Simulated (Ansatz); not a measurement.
# Au: the cost of one run

Method: DFT r2SCAN, scalar-relativistic, plane waves, PAW, in Ansatz 0.2.0.

**1. The structure to begin with**

Symmetry: Im-3m, No. 229, cubic system. The conventional cell has a = 3.315 Å, b = 3.315 Å, c = 3.315 Å, α = 90.00°, β = 90.00°, γ = 90.00°. Au (site symmetry m-3m) has 8 Au at 2.87 Å as nearest neighbours.

Coordinates:

```cif
data_structure
_symmetry_space_group_name_H-M 'Im-3m'
_symmetry_Int_Tables_number 229
_cell_length_a 3.3145
_cell_length_b 3.3145
_cell_length_c 3.3145
_cell_angle_alpha 90.000
_cell_angle_beta 90.000
_cell_angle_gamma 90.000
_cell_volume 36.41
loop_
_atom_site_label
_atom_site_type_symbol
_atom_site_symmetry_multiplicity
_atom_site_Wyckoff_symbol
_atom_site_fract_x
_atom_site_fract_y
_atom_site_fract_z
_atom_site_occupancy
Au1 Au 2 a 0.00000 0.00000 0.00000 1
```

(A quick probe on a coarse mesh, which set the mesh and smearing, is not shown.)

**3. A loose first relaxation**

File input.yaml:

```yaml
crystal:
  lattice:
    - [-1.657269, 1.657269, 1.657269]
    - [1.657269, -1.657269, 1.657269]
    - [1.657269, 1.657269, -1.657269]
  atoms:
    - { symbol: Au, position: [0.0, 0.0, 0.0] }
basis:
  ecutwfc: 500
kpoints:
  mp_grid: { grid: [8, 8, 8] }
hamiltonian:
  xc: r2scan
scf:
  occupations: { method: gaussian, width: 0.1 }
  lower_state_search: "off"
output:
  forces: true
  stress: true
  eigenvalues: true
relax:
  adjacent_minimum: "off"
  f_tol: 0.04
  max_steps: 70
  cell: { stress_tol: 0.4 }
```

What time and memory should one allow on 1 thread of an Arm CPU, shared host?

About 7 s, with a peak of 0.3 GiB.
